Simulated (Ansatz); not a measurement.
**CHOSe radical (SMILES O=[C][SeH]): single points off equilibrium**

An exercise on one series of results from a longer session: the logs are not shown, and one member is left open.

Method: single points in def2-TZVPP; program: Ansatz 0.2.0, Gaussian basis.

Correlated methods freeze the cores. Filled d shells of the heavier atoms are correlated. Orbitals are unrestricted.

### Starting geometry

4 atoms, charge 0, spin multiplicity 2.

Atoms are counted from 1 here; the program's logs count them from 0.

Bond lengths: O1–C2 1.200 Å, C2–Se3 1.926 Å, Se3–H4 1.509 Å. Angles: O1–C2–Se3 131.1°, C2–Se3–H4 90.3°.

Geometry (Å):

```xyz
4
charge 0, multiplicity 2
O    -0.70460   -0.03500    1.74680
C    -0.32610    0.28810    0.65530
Se    0.43510   -0.74830   -0.77830
H     0.54230    0.49320   -1.62850
```

The first run:

run/in.yaml reads:

```yaml
crystal:
  periodic: [false, false, false]
  atoms:
    - {symbol: O, position_ang: [-0.704600, -0.035000, 1.746800]}
    - {symbol: C, position_ang: [-0.326100, 0.288100, 0.655300]}
    - {symbol: Se, position_ang: [0.435100, -0.748300, -0.778300]}
    - {symbol: H, position_ang: [0.542300, 0.493200, -1.628500]}
basis:
  gaussian: {orbitals: def2-TZVPP}
magnetization: {spin_polarized: true, initial_magnetization: 1}
correlation: {method: ccsd_t}
scf: {omitted_lower_state_checks: [cluster_reference]}
output: {forces: true}
```

The command line of these runs was not kept.

Among the steps run: CCSD(T)/def2-TZVPP; PBE0-D4/def2-TZVPP; wB97M-V/def2-TZVPP; r2SCAN-D4/def2-TZVPP; PBE-D4/def2-TZVPP; HSE06-D4/def2-TZVPP; BHLYP-D4/def2-TZVPP.

One of the session's tables, all rows but one given; the rest of the session is left out.

```
   method  RMS force component (eV/Å)  angle to CCSD(T) forces (°)  dipole (D)
  CCSD(T)                       1.089                    reference        1.87
  PBE0-D4                       1.365                         11.5        2.09
  wB97M-V                           ?                            ?           ?
r2SCAN-D4                       1.143                          7.5        2.03
   PBE-D4                       0.817                          4.9        1.93
 HSE06-D4                       1.357                         11.4        2.08
 BHLYP-D4                       1.873                         12.5        2.28
```

Estimate the missing values for wB97M-V.

**Answer.** RMS force component (eV/Å): 1.450; angle to CCSD(T) forces (°): 7.6; dipole (D): 2.05. In the column «RMS force component (eV/Å)» it lies between PBE0-D4 (1.365) and BHLYP-D4 (1.873).
